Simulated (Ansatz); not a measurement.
**SnH− (singlet): wave-function methods side by side at distance Sn1–H2 = 4.905 Å, def2-SVPD**

Aim: climb from Hartree-Fock through coupled cluster and multireference methods for SnH− (singlet) at one geometry and basis, and see what each rung misses.

Computed with Ansatz 0.2.0, Gaussian basis. Level: def2-SVPD, core rule «outside noble gas», up to 9 orbitals frozen.

The runs, in order: UHF; CCSD(T) on RHF; CCSD(T) on UHF; BCCD(T) on RHF; CISD; CCSDT(Q) on RHF; CCSDT(Q) on UHF; CASSCF and MRCISD+Q, 2 electrons in 2 orbitals; CASSCF and NEVPT2, 2 electrons in 2 orbitals; CASSCF and MRCISD+Q, 6 electrons in 5 orbitals; CASSCF and NEVPT4(SD), 6 electrons in 5 orbitals; CASSCF and NEVPT2, 6 electrons in 5 orbitals; Full CI.

19 further runs of the same task are left out: 11 that didn't finish, 8 set aside as unsound or not needed. Runs told in other sessions of the task aren't counted.

### Step 1. The geometry

The geometry derives from a PBE0/def2-TZVPD stationary point (not a proven minimum). One bond is set to the value named and the two fragments are kept rigid. No spin-orbit coupling is included. Elements past krypton take def2 core potentials.

2 atoms, charge -1, spin multiplicity 1.

Atoms are counted from 1 here; the program's logs count them from 0.

No contacts short enough for the rule that draws bonds.

### Step 2. UHF

File in.yaml:

```yaml
crystal:
  periodic: [false, false, false]
  atoms:
    - {symbol: Sn, position_ang: [0.000000, 0.000000, 0.000000]}
    - {symbol: H, position_ang: [0.000000, 0.000000, 4.905000]}
basis:
  gaussian: {orbitals: def2-SVPD}
total_charge: -1
magnetization: {spin_polarized: true, initial_magnetization: 0}
hamiltonian: {xc: hf}
output: {orbitals: {seedname: orbitals}}
```

Run with:

```console
$ ansatz run in.yaml --threads 1 --pin off --events-out ev --progress --plain --max-ram 2393MiB
```

Further steps of the session: CCSD(T) on RHF; CCSD(T) on UHF; BCCD(T) on RHF; CISD; CCSDT(Q) on RHF; CCSDT(Q) on UHF; CASSCF and MRCISD+Q, 2 electrons in 2 orbitals; CASSCF and NEVPT2, 2 electrons in 2 orbitals; CASSCF and MRCISD+Q, 6 electrons in 5 orbitals; CASSCF and NEVPT4(SD), 6 electrons in 5 orbitals; CASSCF and NEVPT2, 6 electrons in 5 orbitals; Full CI.

**Question.** What will the summary of the whole plan be? Wanted: FCI from the RHF energy; RMP2 from FCI; RCCSD from FCI; RCCSD(T) from FCI; RCCSDT(Q) from FCI; NEVPT2 valence from FCI; NEVPT4(SD) valence from FCI; MRCISD+Q valence from FCI; T1 diagnostic.

As calculated:

| quantity | value |
| --- | --- |
| FCI from the RHF energy | -3.5890 eV |
| RMP2 from FCI | +36.76 kcal/mol |
| RCCSD from FCI | +10.57 kcal/mol |
| RCCSD(T) from FCI | -4.48 kcal/mol |
| RCCSDT(Q) from FCI | -3.22 kcal/mol |
| NEVPT2 valence from FCI | +11.97 kcal/mol |
| NEVPT4(SD) valence from FCI | +1.20 kcal/mol |
| MRCISD+Q valence from FCI | -0.59 kcal/mol |
| levels within 1 kcal/mol (43 meV) | RCCSDT, MRCISD+Q valence |
| T1 diagnostic | 0.233 |
| effectively unpaired electrons | 3.41 |

In words: RCCSD(T) misses by -4.48 kcal/mol, 5.4 % of the correlation energy. RCCSD(T), RCCSDT(Q), MRCISD+Q valence fall below full CI, which methods that aren't variational can do. The occupations show strong static correlation (3.4 unpaired electrons where one determinant has 0). Of the multireference levels listed MRCISD+Q valence comes nearest in total energy (-0.59 kcal/mol), which doesn't show that its space is the better one. These misses are within one basis, not against nature.

The restricted and unrestricted ladders end 0.98 eV apart at CCSDT(Q), which points to two states or an unsound top rung; rows of one don't measure the error of the other.
